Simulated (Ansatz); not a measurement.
# FH8NOSi2: the cost of one run

Program: Ansatz 0.2.0. Level of theory: RKS PBE0/def2-SVP. These are calculated values, not measurements.

## (1) The structure to begin with

Bond lengths: Si1–Si3 2.220 Å, Si3–H4 1.460 Å, Si3–H5 1.460 Å, Si3–H6 1.460 Å, Si1–N7 1.819 Å, N7–H8 1.060 Å, N7–H9 1.060 Å, Si1–O10 1.679 Å, O10–H11 1.010 Å, Si1–F12 1.890 Å. Angles (14 of 16 angles, heavy atoms first): Si3–Si1–N7 109.5°, Si3–Si1–O10 109.5°, Si3–Si1–F12 67.2°, N7–Si1–O10 109.5°, N7–Si1–F12 176.6°, O10–Si1–F12 72.8°, Si1–Si3–H4 109.5°, Si1–Si3–H5 109.5°, Si1–Si3–H6 109.5°, Si1–N7–H8 120.0°, Si1–N7–H9 120.0°, Si1–O10–H11 109.5°, H4–Si3–H5 109.4°, H4–Si3–H6 109.4°.

As a file:

```xyz
13

Si    0.0000    0.0000    0.0000
H     0.0000    0.0000    1.8100
Si    2.0935    0.0000   -0.7393
H     2.5508   -1.3762   -0.9079
H     2.1573    0.6939   -2.0222
H     2.9510    0.6823    0.2255
N    -0.8572    1.4851   -0.6061
H    -1.8773    1.4300   -0.8888
H    -0.3367    2.4058   -0.6766
O    -0.7913   -1.3709   -0.5594
H    -1.2459   -1.8365    0.2129
F     0.9864   -1.4980    0.5960
H     0.5354   -0.8131    1.6930
```

## (2) Pulling towards end A

Springs on the bonds that form and break draw the guess towards this end; the thresholds are loose.

input.yaml

```yaml
crystal:
  periodic: [false, false, false]
  atoms:
    - { symbol: Si, position_ang: [0.0, 0.0, 0.0] }
    - { symbol: H, position_ang: [0.0, 0.0, 1.81] }
    - { symbol: Si, position_ang: [2.0935, 0.0, -0.7393] }
    - { symbol: H, position_ang: [2.5508, -1.3762, -0.9079] }
    - { symbol: H, position_ang: [2.1573, 0.6939, -2.0222] }
    - { symbol: H, position_ang: [2.951, 0.6823, 0.2255] }
    - { symbol: "N", position_ang: [-0.8572, 1.4851, -0.6061] }
    - { symbol: H, position_ang: [-1.8773, 1.43, -0.8888] }
    - { symbol: H, position_ang: [-0.3367, 2.4058, -0.6766] }
    - { symbol: O, position_ang: [-0.7913, -1.3709, -0.5594] }
    - { symbol: H, position_ang: [-1.2459, -1.8365, 0.2129] }
    - { symbol: F, position_ang: [0.9864, -1.498, 0.596] }
    - { symbol: H, position_ang: [0.5354, -0.8131, 1.693] }
basis:
  gaussian: { orbitals: def2-SVP }
hamiltonian:
  xc: pbe0
relax:
  f_tol: 0.15
  max_steps: 25
  restrain:
    - { distance: [0, 11], at: 2.79, k: 30.0 }
    - { distance: [12, 1], at: 1.86, k: 30.0 }
    - { distance: [0, 1], at: 1.46, k: 30.0 }
    - { distance: [12, 11], at: 0.92, k: 30.0 }
```

Command:

```sh
$ ansatz run input.yaml --threads 4 --pin off --max-ram 5120MiB --backend cpu --events-out ev --progress --plain --runs-dir out
```

**Question.** How long does this run take on 4 threads of AMD EPYC, shared host, and how much memory does it need?

About 94 s, with a peak of 0.31 GiB.
